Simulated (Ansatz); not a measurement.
# CoNiO2 (P4/mmm) in Ansatz: further runs

The runs below take CoNiO2 through single point, with PBEsol.

Everything below comes from runs of Ansatz 0.2.0. Logs are shortened: lines on timing, memory, paths and dates and some standing lists are left out, and cuts for length are marked.

### Step 1. Starting point

Symmetry: P4/mmm, No. 123, tetragonal system. The conventional cell has a = 3.014 Å, b = 3.014 Å, c = 4.222 Å, α = 90.00°, β = 90.00°, γ = 90.00°. Ni (site symmetry 4/mmm) has 6 O at 2.11 to 2.13 Å as nearest neighbours. Co (site symmetry 4/mmm) has 6 O at 2.11 to 2.13 Å as nearest neighbours. O (site symmetry 4/mmm) has 2 Ni at 2.11 Å and 4 Co at 2.13 Å as nearest neighbours. Around O (site symmetry 4/mmm) lie 2 Co at 2.11 Å and 4 Ni at 2.13 Å.

The cell comes from a database or a generator and needn't be the stable form of this composition.

### Step 2. Single point, PBEsol, collinear spin, random start

input.yaml

```yaml
crystal:
  lattice:
    - [3.014333, 0.0, 0.0]
    - [0.0, 3.014333, 0.0]
    - [0.0, 0.0, 4.222285]
  atoms:
    - { symbol: Ni, position: [0.0, 0.0, 0.0], spin: 0.68 }
    - { symbol: Co, position: [0.5, 0.5, 0.5], spin: -1.03 }
    - { symbol: O, position: [0.0, 0.0, 0.5] }
    - { symbol: O, position: [0.5, 0.5, 0.0] }
hamiltonian:
  xc: pbesol
  pseudopotentials: { kind: paw }
magnetization:
  spin_polarized: true
kpoints:
  mp_grid: { grid: [9, 9, 6] }
scf:
  occupations: { method: fermi_dirac, width: 0.05 }
output:
  forces: true
  stress: true
  eigenvalues: true
```

Potentials or basis: Ansatz PAW.

Command:

```console
$ ansatz run input.yaml --threads 2 --pin off --max-ram 5632MiB --backend cpu --events-out ev --progress --plain --runs-dir out
```

Log:

```text
Warning: RAYON_NUM_THREADS=2 ignored (pool sized by the plan → 2); use --threads N
Engine: ansatz 0.2.0, x86_64-unknown-linux-gnu
Pseudopotentials: kind: paw
Pseudopotential: Ni, paw, valence charge 18, recommended cutoff 420 eV (normal), Ni.paw.azcp
Pseudopotential: Co, paw, valence charge 17, recommended cutoff 420 eV (normal), Co.paw.azcp
Pseudopotential: O, paw, valence charge 6, recommended cutoff 420 eV (normal), O.paw.azcp
Functional definition: PBEsol
  exchange = pbesol_x
  correlation = pbesol_c
Crystal: 4 atoms, lattice volume = 38.365 Å³
Basis set: ecut = 420 eV, 727 PW (Γ), exchange–correlation on 48×48×60 points (8 copies of the dense FFT grid, shifted against one another)
Bands: 30, of which v1, the nominal top of the filled ones, is band 24 counted from 1 (23 counted from 0)
Symmetry: 16 space group operations
Space group: P4/mmm (ITA 123), of the structure as read, at distance tolerance 3.4e-5 Å
Magnetic group: BNS 123.339 (UNI 999), of the structure as read, at distance tolerance 3.4e-5 Å
k-points: 60 of 486
Non-local potential: Ni, projectors of the file, l = 0: 3, l = 1: 2, l = 2: 3, l = 3: 1
Non-local potential: Co, projectors of the file, l = 0: 3, l = 1: 2, l = 2: 3, l = 3: 1
Non-local potential: O, projectors of the file, l = 0: 2, l = 1: 2, l = 2: 1
PAW form: soft (Blöchl's): semilocal exchange-correlation on the pseudo side does not see the compensation charge
PAW frozen core: Ni, regenerated for the run's functional, and the local potential with it (the file was generated under x = pbe(κ = 0.804, μ = 0.2195149727645171), c = pbe(β = 0.06672455060314922))
PAW frozen core: Co, regenerated for the run's functional, and the local potential with it (the file was generated under x = pbe(κ = 0.804, μ = 0.2195149727645171), c = pbe(β = 0.06672455060314922))
PAW frozen core: O, regenerated for the run's functional, and the local potential with it (the file was generated under x = pbe(κ = 0.804, μ = 0.2195149727645171), c = pbe(β = 0.06672455060314922))
PAW one-centre angular grid: Ni, 590 points (default); XC on 64 Gauss nodes
PAW one-centre angular grid: Co, 590 points (default); XC on 64 Gauss nodes
PAW one-centre angular grid: O, 110 points (default); XC on 64 Gauss nodes
Initial density: superposition of atomic densities (chi_scale 0.1, normalization cell, long waves kept (reshape's long-wave potential 0.00 eV rms))
Starting moments: Σ|m| = 1.71 μB on 2 of 4 sites
Initial wavefunctions: pseudopotential atomic-orbital guess
Functional: x = pbesol(κ = 0.804, μ = 0.12345679012345678), c = pbesol(β = 0.046)
SCF iter   1: F=—  HF=-12014.445640 eV  |F-HF|=—  |Δ(HF+E_count)|=         —  Δρ=1.88e-1 (↑9.04e-2 ↓1.88e-1)  dr2=1.83e1  dr2_m=2.05e0  M=-1.685 μB ∫|m|=1.919 μB  β_m=0.30  ethr=3.10e-3  ⟨swp⟩=5.3  Hψ=12515  notcnv=0
Mixer restart at iter 1: flushing history
preconditioner: auto → Kerker (q_TF=auto, 2.822 Å⁻¹)  [metal: Δε(μ)=0.002 eV  Ē_g=9.996 eV  σ=0.050 eV  W_gap=0.01  n_scr=14 (ndim 8)  ℏωp=33.4 eV  f_vac=0.000  D(μ)=6.69/eV (n_scr^D=122)]
spin=Collinear: Kerker preconditioning applied to the charge; magnetization (m = ρ↑ − ρ↓) channel mixes plain (no charge-response kernel on spin).
SCF iter   2: F=—  HF=-12015.699541 eV  |F-HF|=—  |Δ(HF+E_count)|=    1.25e0  Δρ=1.05e-1 (↑7.77e-2 ↓1.05e-1)  dr2=1.63e0  dr2_m=2.46e0  M=-2.095 μB ∫|m|=2.525 μB  β_m=0.40  ethr=3.10e-3  ⟨swp⟩=3.0  Hψ=8668  notcnv=0  defer=39
SCF iter   3: F=—  HF=-12016.240274 eV  |F-HF|=—  |Δ(HF+E_count)|=   5.41e-1  Δρ=6.49e-2 (↑6.03e-2 ↓6.49e-2)  dr2=7.43e-1  dr2_m=1.16e0  M=-2.377 μB ∫|m|=2.733 μB  β_m=0.43  ethr=3.10e-3  ⟨swp⟩=2.0  Hψ=5163  notcnv=0  defer=33
SCF iter   4: F=—  HF=-12016.460354 eV  |F-HF|=—  |Δ(HF+E_count)|=   2.20e-1  Δρ=3.49e-2 (↑3.49e-2 ↓3.38e-2)  dr2=4.10e-1  dr2_m=2.14e-1  M=-2.694 μB ∫|m|=2.847 μB  β_m=0.50  ethr=1.58e-3  ⟨swp⟩=3.0  Hψ=6641  notcnv=0  defer=34
SCF iter   5: F=—  HF=-12016.334627 eV  |F-HF|=—  |Δ(HF+E_count)|=   1.26e-1  Δρ=1.55e-2 (↑1.55e-2 ↓8.79e-3)  dr2=8.08e-2  dr2_m=2.74e-2  M=-2.900 μB ∫|m|=2.982 μB  β_m=0.75  ethr=8.73e-4  ⟨swp⟩=2.4  Hψ=6260  notcnv=0  defer=46
SCF iter   6: F=—  HF=-12016.366430 eV  |F-HF|=—  |Δ(HF+E_count)|=         —  Δρ=1.39e-2 (↑1.35e-2 ↓1.39e-2)  dr2=1.18e-2  dr2_m=5.99e-2  M=-3.078 μB ∫|m|=3.092 μB  β_m=0.75  ethr=1.72e-4  ⟨swp⟩=2.9  Hψ=6402  notcnv=0  defer=46
Mixer restart at iter 6: flushing history
SCF iter   7: F=—  HF=-12016.416862 eV  |F-HF|=—  |Δ(HF+E_count)|=         —  Δρ=3.51e-2 (↑3.51e-2 ↓3.33e-2)  dr2=8.98e-3  dr2_m=4.07e-1  M=-3.516 μB ∫|m|=3.526 μB  β_m=0.75  ethr=2.51e-5  ⟨swp⟩=2.1  Hψ=8001  notcnv=0  defer=50
Mixer restart at iter 7: flushing history
SCF iter   8: F=—  HF=-12016.410698 eV  |F-HF|=—  |Δ(HF+E_count)|=   6.16e-3  Δρ=2.41e-2 (↑2.41e-2 ↓2.20e-2)  dr2=1.85e-2  dr2_m=1.81e-1  M=-3.666 μB ∫|m|=3.677 μB  β_m=0.74  ethr=1.91e-5  ⟨swp⟩=2.1  Hψ=7043  notcnv=0  defer=50
SCF iter   9: F=—  HF=-12016.454713 eV  |F-HF|=—  |Δ(HF+E_count)|=   4.40e-2  Δρ=2.21e-2 (↑2.21e-2 ↓2.13e-2)  dr2=2.26e-1  dr2_m=6.41e-2  M=-4.019 μB ∫|m|=4.034 μB  β_m=0.65  ethr=1.91e-5  ⟨swp⟩=3.0  Hψ=8790  notcnv=0  defer=54
SCF iter  10: F=—  HF=-12016.416049 eV  |F-HF|=—  |Δ(HF+E_count)|=   3.87e-2  Δρ=1.52e-2 (↑1.52e-2 ↓1.02e-2)  dr2=1.72e-2  dr2_m=5.43e-2  M=-4.310 μB ∫|m|=4.326 μB  β_m=0.63  ethr=1.91e-5  ⟨swp⟩=2.8  Hψ=7974  notcnv=0  defer=55
SCF iter  11: F=—  HF=-12016.417610 eV  |F-HF|=—  |Δ(HF+E_count)|=   1.56e-3  Δρ=9.64e-3 (↑9.64e-3 ↓8.81e-3)  dr2=7.96e-3  dr2_m=2.78e-2  M=-4.465 μB ∫|m|=4.482 μB  β_m=0.72  ethr=1.91e-5  ⟨swp⟩=2.2  Hψ=6612  notcnv=0  defer=55
SCF iter  12: F=—  HF=-12016.419387 eV  |F-HF|=—  |Δ(HF+E_count)|=   1.78e-3  Δρ=6.51e-3 (↑3.74e-3 ↓6.51e-3)  dr2=6.11e-3  dr2_m=8.38e-3  M=-4.578 μB ∫|m|=4.599 μB  β_m=0.72  ethr=1.69e-5  ⟨swp⟩=2.0  Hψ=6362  notcnv=0  defer=58
SCF iter  13: F=—  HF=-12016.419410 eV  |F-HF|=—  |Δ(HF+E_count)|=   2.26e-5  Δρ=8.09e-3 (↑8.09e-3 ↓7.55e-3)  dr2=6.55e-4  dr2_m=2.14e-2  M=-4.503 μB ∫|m|=4.523 μB  β_m=0.73  ethr=1.30e-5  ⟨swp⟩=2.0  Hψ=6086  notcnv=0  defer=58
SCF iter  14: F=—  HF=-12016.418133 eV  |F-HF|=—  |Δ(HF+E_count)|=   1.28e-3  Δρ=9.99e-4 (↑9.99e-4 ↓3.63e-4)  dr2=3.28e-4  dr2_m=7.40e-5  M=-4.550 μB ∫|m|=4.572 μB  β_m=0.91  ethr=1.39e-6  ⟨swp⟩=2.0  Hψ=6906  notcnv=0  defer=58
SCF iter  15: F=—  HF=-12016.418183 eV  |F-HF|=—  |Δ(HF+E_count)|=   4.94e-5  Δρ=1.20e-3 (↑7.93e-4 ↓1.20e-3)  dr2=1.45e-4  dr2_m=3.10e-4  M=-4.544 μB ∫|m|=4.565 μB  β_m=0.96  ethr=6.97e-7  ⟨swp⟩=1.5  Hψ=4086  notcnv=0  defer=58
SCF iter  16: F=—  HF=-12016.418166 eV  |F-HF|=—  |Δ(HF+E_count)|=   1.67e-5  Δρ=8.59e-4 (↑7.00e-4 ↓8.59e-4)  dr2=1.17e-5  dr2_m=2.10e-4  M=-4.544 μB ∫|m|=4.565 μB  β_m=0.98  ethr=3.08e-7  ⟨swp⟩=2.1  Hψ=4336  notcnv=0  defer=58
SCF iter  17: F=—  HF=-12016.418153 eV  |F-HF|=—  |Δ(HF+E_count)|=   1.27e-5  Δρ=9.80e-5 (↑9.80e-5 ↓6.19e-5)  dr2=2.05e-6  dr2_m=1.69e-6  M=-4.548 μB ∫|m|=4.569 μB  β_m=0.99  ethr=2.48e-8  ⟨swp⟩=2.0  Hψ=6395  notcnv=0  defer=58
SCF iter  18: F=—  HF=-12016.417952 eV  |F-HF|=—  |Δ(HF+E_count)|=   2.01e-4  Δρ=9.60e-5 (↑8.22e-5 ↓9.60e-5)  dr2=9.80e-8  dr2_m=2.74e-6  M=-4.548 μB ∫|m|=4.569 μB  β_m=0.99  ethr=4.36e-9  ⟨swp⟩=2.0  Hψ=5641  notcnv=0  defer=58
SCF iter  19: F=—  HF=-12016.417952 eV  |F-HF|=—  |Δ(HF+E_count)|=   1.03e-7  Δρ=2.14e-5 (↑2.14e-5 ↓6.64e-6)  dr2=2.08e-7  dr2_m=2.48e-8  M=-4.548 μB ∫|m|=4.570 μB  β_m=1.00  ethr=2.08e-10  ⟨swp⟩=2.0  Hψ=6496  notcnv=0  defer=58
SCF iter  20: F=—  HF=-12016.417952 eV  |F-HF|=—  |Δ(HF+E_count)|=   9.74e-9  Δρ=7.38e-6 (↑7.38e-6 ↓3.17e-6)  dr2=1.39e-8  dr2_m=6.51e-9  M=-4.548 μB ∫|m|=4.570 μB  β_m=0.95  ethr=2.08e-10  ⟨swp⟩=2.2  Hψ=5071  notcnv=0  defer=58
SCF iter  21: F=-12016.417952 eV  HF=-12016.417952 eV  |F-HF|=8.62e-10  |Δ(HF+E_count)|=   2.35e-9  Δρ=1.72e-6 (↑1.72e-6 ↓6.74e-7)  dr2=1.05e-9  dr2_m=1.59e-10  M=-4.548 μB ∫|m|=4.570 μB  ethr=2.96e-11  ⟨swp⟩=3.9  Hψ=11802  notcnv=0
SCF 1 converged in 21 iterations: F = -12016.417952 eV  dr2 = 1.05e-9
SCF converged after 21 iterations
Magnetization: -4.5483 μB (21.2259 up, 25.7741 down)
Absolute magnetization: 4.5699 μB (∫|ρ↑−ρ↓|, with the PAW one-centre terms)
Spin contamination: 0.0154 ħ² per cell (⟨S²⟩ above its minimum at these occupations)
Per-site moments (μB) at R_I (Å): [(-1.3361491507754328, 0.8708462812500001), (-2.4340865063786086, 0.8708462812500001), (-0.312369844612296, 0.8708462812500001), (-0.28995734470467394, 0.8708462812500001)]
Free energy (F): -12016.417952 eV
Harris-Foulkes:  -12016.417952 eV  (|F-HF|=8.62e-10)
Internal energy: -12016.357407 eV  (E = F + TS)
E sigma→0 (E₀):  -12016.387680 eV
Entropy (-TS):   -0.060545 eV (-15.136 meV/atom)
Fermi energy:    13.546226 eV
--- Per-component energies (eV) ---
  E_band       = -652.480774
  E_kinetic    = 1066.726411
  E_local      = -7512.150327  (includes V_loc(G=0)·N_el)
  E_nonlocal   = 1209.952189
  E_hartree    = 3083.416520
  E_xc         = -380.001731
  E_vxc        = -490.402020  (∫ρ·V_xc dr)
  E_paw        = -3390.057063  (= ΣΔE_a)
  E_vpaw       = -1093.443847  (= ΣTr[D̂ρ^β])
  E_aug_tail   = 0.005484  (compensation charges beyond the density's cutoff)
  E_ewald      = -6094.705173
  E_core_change = 0.456284  (= ΣΔE_core)
  E_smearing   = -0.060545  (= −TS)
  E_closure    = -0.000000  (closes the sum)
  Σ components = -12016.417952   (vs F -12016.417952, Δ=0.00e0)
--- Forces (eV/Å), atoms counted from 1 ---
  atom   1  Ni     0.00000000     0.00000000     0.00000000
  atom   2  Co     0.00000000     0.00000000     0.00000000
  atom   3  O     -0.00000000    -0.00000000     0.00000000
  atom   4  O      0.00000000     0.00000000     0.00000000
  max |Σ_I F_I| component: 1.30e-28 eV/Å
--- Stress (GPa, compression-positive) ---
      -12.475013       0.000000       0.000000
        0.000000     -12.475013       0.000000
        0.000000       0.000000     -10.861139
  P = ⅓ Tr σ = -11.9371 GPa (-119.371 kbar)
--- Band table (eV; the first three rows and the last of 120) ---
  k-point 0 ↑: bands = ["-88.5479", "-80.0189", "-49.1508", "-49.1149", "-49.1149", "-43.5228", "-43.5228", "-43.4281", "-6.1116", "-4.7028", "7.1175", "9.6876", "9.6876", "10.9731", "11.0108", "11.0108", "11.1790", "12.1732", "12.1732", "12.3219", "13.0398", "13.1159", "13.4901", "13.4901", "13.7267", "14.2693", "14.9683", "19.8754", "23.8863", "25.6449"]
  k-point 1 ↑: bands = ["-88.5479", "-80.0190", "-49.1508", "-49.1150", "-49.1150", "-43.5229", "-43.5229", "-43.4283", "-6.0095", "-4.7813", "7.0940", "9.7048", "9.7048", "10.0581", "10.7403", "10.7403", "11.2438", "12.2503", "12.4526", "12.4526", "13.0583", "13.4727", "13.5350", "13.5350", "13.7068", "14.3835", "15.7670", "20.0417", "23.9475", "25.7587"]
  k-point 2 ↑: bands = ["-88.5479", "-80.0189", "-49.1509", "-49.1150", "-49.1150", "-43.5228", "-43.5228", "-43.4285", "-5.7340", "-5.0111", "7.2001", "8.7134", "9.7798", "9.7798", "10.3169", "10.3169", "11.4135", "12.0670", "12.8619", "12.8619", "13.0994", "13.6201", "13.6201", "13.6631", "13.7627", "14.5078", "17.4845", "20.0660", "24.6338", "26.1128"]
  k-point 59 ↓: bands = ["-90.2147", "-82.9841", "-50.8059", "-50.7395", "-50.7395", "-46.5018", "-46.5018", "-46.2111", "-5.2635", "-5.0839", "7.1022", "7.1071", "7.4307", "7.4649", "7.6760", "7.8033", "11.0435", "11.2806", "11.3133", "11.4166", "11.6819", "11.8300", "11.8632", "12.1315", "12.4957", "12.5484", "21.4701", "21.7721", "23.0945", "23.1700"]
```

Run time: 5.5 s. Hardware: 2 threads of Intel Xeon 6975P-C (Granite Rapids), shared host; peak memory 0.5 GiB.

What came out:

| Quantity | Value |
| --- | --- |
| Free energy | -12016.4180 eV |
| Pressure | -11.9 GPa |
| Band gap on the k mesh | none (metal or under the smearing width) |
| Net moment | -4.55 μB per cell |
| Absolute moment | 4.57 μB per cell |
| Site moments | Ni -1.34; Co -2.43; O -0.31, -0.29 μB |

Caveat: the pressure holds a Pulay correction of +0.7 GPa for the finite cutoff; semilocal functionals often make such compounds metallic where correlation or magnetic order opens a gap, which also shifts bond lengths; the PAW data sets come from PBE, with cores solved anew for the run's functional, which leaves a small shift of forces and pressure; the starting moments weren't kept.

### Step 3. Single point, PBEsol, collinear spin, ferromagnetic start

input.yaml: that of step 2 with these lines changed.

```diff
@@ -6,4 +6,4 @@
   atoms:
-    - { symbol: Ni, position: [0.0, 0.0, 0.0], spin: 0.68 }
-    - { symbol: Co, position: [0.5, 0.5, 0.5], spin: -1.03 }
+    - { symbol: Ni, position: [0.0, 0.0, 0.0], spin: 2.5 }
+    - { symbol: Co, position: [0.5, 0.5, 0.5], spin: 3.5 }
     - { symbol: O, position: [0.0, 0.0, 0.5] }
```

Potentials or basis: Ansatz PAW.

Command:

```console
$ ansatz run input.yaml --threads 2 --pin off --max-ram 5632MiB --backend cpu --events-out ev --progress --plain --runs-dir out
```

Wall time 5.7 s (2 threads of Intel Xeon 6975P-C (Granite Rapids), shared host); peak memory 0.48 GiB.

Results (log left out):

```
Free energy            : -12016.4180 eV
Pressure               : -11.9 GPa
Band gap on the k mesh : none (metal or under the smearing width)
Net moment             : 4.55 μB per cell
Absolute moment        : 4.57 μB per cell
Site moments           : Ni +1.34; Co +2.43; O +0.31, +0.29 μB
```

Stress tensor (GPa, compression positive):
```
-12.48   0.00   0.00
  0.00 -12.48   0.00
  0.00   0.00 -10.86
```

Levels at points of the mesh, in eV from the Fermi level:
Spin up:
| k point | band 22 | band 23 | band 24 | band 25 | band 26 | band 27 | band 28 | band 29 | band 30 | band 31 |
| --- | --- | --- | --- | --- | --- | --- | --- | --- | --- | --- |
| (0.00, 0.00, 0.00) | -2.61 | -2.52 | -2.09 | -1.64 | -1.64 | 0.98 | 5.69 | 9.92 | 11.55 | 15.62 |
| (0.00, 0.00, -0.50) | -1.76 | -1.64 | -1.51 | -1.44 | -1.44 | 4.80 | 4.91 | 12.60 | 12.61 | 12.77 |
Spin down:
```
            k point  band 18  band 19  band 20  band 21  band 22  band 23  band 24  band 25
 (0.00, 0.00, 0.00)    -1.37    -1.37    -1.22    -0.51    -0.43    -0.06    -0.06     0.18
(0.00, 0.00, -0.50)    -1.63    -0.51    -0.51    -0.42     0.09     0.11     0.11     0.33
```

Caveat: the pressure holds a Pulay correction of +0.7 GPa for the finite cutoff; semilocal functionals often make such compounds metallic where correlation or magnetic order opens a gap, which also shifts bond lengths; the PAW data sets come from PBE, with cores solved anew for the run's functional, which leaves a small shift of forces and pressure.

### Step 4. Single point, PBEsol, non-collinear spin, random start

input.yaml

```yaml
crystal:
  lattice:
    - [3.014333, 0.0, 0.0]
    - [0.0, 3.014333, 0.0]
    - [0.0, 0.0, 4.222285]
  atoms:
    - { symbol: Ni, position: [0.0, 0.0, 0.0], spin: 0.68, spin_axis: [-0.218, -0.046, -0.642] }
    - { symbol: Co, position: [0.5, 0.5, 0.5], spin: 1.03, spin_axis: [0.56, -0.861, 0.08] }
    - { symbol: O, position: [0.0, 0.0, 0.5] }
    - { symbol: O, position: [0.5, 0.5, 0.0] }
hamiltonian:
  xc: pbesol
  pseudopotentials: { kind: paw }
magnetization:
  noncollinear: true
  spin_orbit: false
kpoints:
  mp_grid: { grid: [6, 6, 5] }
scf:
  occupations: { method: fermi_dirac, width: 0.05 }
output:
  forces: true
  stress: true
  eigenvalues: true
```

Command:

```console
$ ansatz run input.yaml --threads 2 --pin off --max-ram 5632MiB --backend cpu --events-out ev --progress --plain --runs-dir out
```

Wall time 23 s (2 threads of Intel Xeon 6975P-C (Granite Rapids), shared host); peak memory 0.48 GiB.

It converged, with:

| Property | Result |
| --- | --- |
| Free energy | -12016.4235 eV |
| Pressure | -13.0 GPa |
| Band gap on the k mesh | none (metal or under the smearing width) |
| Net moment | 4.31 μB per cell |
| Absolute moment | 4.33 μB per cell |

Stress tensor (GPa, compression positive):
```
-13.38   0.00   0.00
  0.00 -13.38   0.00
  0.00   0.00 -12.24
```

Levels at points of the mesh, in eV from the Fermi level:
```csv
k point,band 43,band 44,band 45,band 46,band 47,band 48,band 49,band 50,band 51,band 52
"(0.00, 0.00, 0.00)",-1.57,-1.37,-1.37,-1.23,-0.53,-0.49,-0.06,-0.06,0.18,0.69
"(0.00, -0.50, 0.00)",-0.51,-0.36,0.00,0.03,0.04,0.10,0.18,0.89,1.88,2.47
"(-0.50, -0.50, 0.00)",-1.59,-1.37,-0.49,-0.25,-0.10,-0.10,0.00,0.22,0.68,0.73
```

Moments on the atoms (μB; x, y, z):
```
Ni   0.60 -1.10 -0.20
Co   1.13 -2.07 -0.37
O    0.24 -0.44 -0.08
O    0.21 -0.39 -0.07
```

Caveat: the pressure holds a Pulay correction of +0.7 GPa for the finite cutoff; semilocal functionals often make such compounds metallic where correlation or magnetic order opens a gap, which also shifts bond lengths; the PAW data sets come from PBE, with cores solved anew for the run's functional, which leaves a small shift of forces and pressure; the starting moments weren't kept. With open d or f shells a metallic result of PBEsol can be an artefact of self-interaction; +U or a hybrid may open a gap.

### Step 5. Overview

| spin | k mesh | gap on the mesh (eV) | pressure (GPa) | moment (μB) |
| --- | --- | --- | --- | --- |
| collinear, random start | 9 × 9 × 6 | none | -11.9 | 4.55 |
| collinear, ferromagnetic start | 9 × 9 × 6 | none | -11.9 | 4.55 |
| non-collinear, random start | 6 × 6 × 5 | none | -13.0 | 4.31 |

Alike in all rows: task single point; level PBEsol; potentials or basis Ansatz PAW; cell as given; cutoff (eV) 420; smearing fermi-dirac 0.05 eV.

Every run on the cell as given and a fine mesh finds a metal.

Caveats: semilocal functionals often make such compounds metallic where correlation or magnetic order opens a gap, which also shifts bond lengths; the PAW data sets come from PBE, with cores solved anew for the run's functional, which leaves a small shift of forces and pressure; the starting moments weren't kept (some runs).

Total energies depend on the potentials used, so only differences within one code and one set of settings carry meaning.
